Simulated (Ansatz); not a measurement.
# CH7FSn: the cost of one run

Computed with Ansatz 0.2.0, Gaussian basis. Level: PBE0-D4, def2-SVP first, then def2-TZVP.

143 further runs of the same task are left out: 143 set aside as unsound or not needed.

## Step 1: The system as given

The guess: 10 atoms, charge 0, spin multiplicity 1.

Atoms are counted from 1 here; the program's logs count them from 0.

Bond lengths: Sn1–H3 1.673 Å, Sn1–H4 1.673 Å, Sn1–H5 1.716 Å, Sn1–C7 2.430 Å, H6–C7 1.315 Å, C7–H8 1.088 Å, C7–H9 1.089 Å, C7–H10 1.097 Å. Angles: H3–Sn1–H4 117.4°, H3–Sn1–H5 110.5°, H3–Sn1–C7 110.3°, H4–Sn1–H5 110.4°, H4–Sn1–C7 110.8°, H5–Sn1–C7 95.2°, Sn1–C7–H6 65.2°, Sn1–C7–H8 97.0°, Sn1–C7–H9 95.6°, Sn1–C7–H10 143.3°, H6–C7–H8 122.8°, H6–C7–H9 125.8°, H6–C7–H10 78.2°, H8–C7–H9 109.0°, H8–C7–H10 104.9°, H9–C7–H10 104.3°.

As a file:

```xyz
10

Sn   -0.85500    0.95660   -0.02140
F    -1.00670   -1.38860   -1.12280
H    -0.98960    1.40060   -1.62920
H    -2.22650    0.36410    0.73200
H    -0.17280    2.23410    0.89960
H     0.03120   -1.04070   -0.44050
C     1.01980   -0.55870    0.28120
H     1.01200   -0.56460    1.36960
H     1.77860    0.14140   -0.06490
H     1.40910   -1.54420   -0.00340
```

Distances that are to change: Sn1–C7 2.43 Å, F2–H6 1.29 Å, Sn1–F2 2.60 Å, H6–C7 1.32 Å.

## Step 2: Relaxing the guess with the reacting distances held

File hold/in.yaml:

```yaml
crystal:
  periodic: [false, false, false]
  atoms:
    - {symbol: Sn, position_ang: [-0.855000, 0.956600, -0.021400]}
    - {symbol: F, position_ang: [-1.006700, -1.388600, -1.122800]}
    - {symbol: H, position_ang: [-0.989600, 1.400600, -1.629200]}
    - {symbol: H, position_ang: [-2.226500, 0.364100, 0.732000]}
    - {symbol: H, position_ang: [-0.172800, 2.234100, 0.899600]}
    - {symbol: H, position_ang: [0.031200, -1.040700, -0.440500]}
    - {symbol: C, position_ang: [1.019800, -0.558700, 0.281200]}
    - {symbol: H, position_ang: [1.012000, -0.564600, 1.369600]}
    - {symbol: H, position_ang: [1.778600, 0.141400, -0.064900]}
    - {symbol: H, position_ang: [1.409100, -1.544200, -0.003400]}
basis:
  gaussian: {orbitals: def2-SVP}
hamiltonian: {xc: pbe0, dispersion: d4}
relax: {f_tol: 0.04, max_steps: 150, escape_saddle: false, constraints: [{distance: [0, 6]}, {distance: [1, 5]}, {distance: [0, 1]}, {distance: [5, 6]}]}
```

The run is started by

```bash
$ ansatz run in.yaml --threads 4 --pin off --events-out ev --progress --plain --max-ram 9574MiB
```

What time and memory should one allow on 4 threads of Intel Xeon at 2.50GHz, shared host?

About 15 s, with a peak of 0.2 GiB.
